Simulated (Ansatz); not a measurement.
Input of an Ansatz 0.2.0 run:

File input.yaml:

```yaml
crystal:
  lattice:
    - [2.8584044518, 0.0, 0.0]
    - [-1.4292022259, 2.4754508696, 0.0]
    - [0.0, 0.0, 6.532504]
  atoms:
    - { symbol: Pt, position: [0.6666666667, 0.3333333333, 0.316206] }
    - { symbol: Pt, position: [0.3333333333, 0.6666666667, 0.683794] }
    - { symbol: Mn, position: [0.0, 0.0, 0.0], spin: 4.0 }
hamiltonian:
  xc: pbesol
  pseudopotentials: { kind: paw }
magnetization:
  spin_polarized: true
kpoints:
  mp_grid: { grid: [11, 11, 4] }
scf:
  occupations: { method: fermi_dirac, width: 0.05 }
output:
  forces: true
  stress: true
  eigenvalues: true
  write_density: true
  write_potential: true
  elf: true
  volumetric_format: npy
relax:
  f_tol: 0.01
  max_steps: 40
  cell: { stress_tol: 0.05, p_target: 2.0 }
```

Potentials or basis: Ansatz PAW.

The run is started by

```bash
$ ansatz run input.yaml --threads 2 --pin off --max-ram 5632MiB --backend cpu --events-out ev --progress --plain --runs-dir out
```

(1) Predict the absolute moment.

(2) What does it give for the site moments?

Answers

(1) 4.13 μB per cell.

(2) Pt +0.24; Mn +3.40 μB.
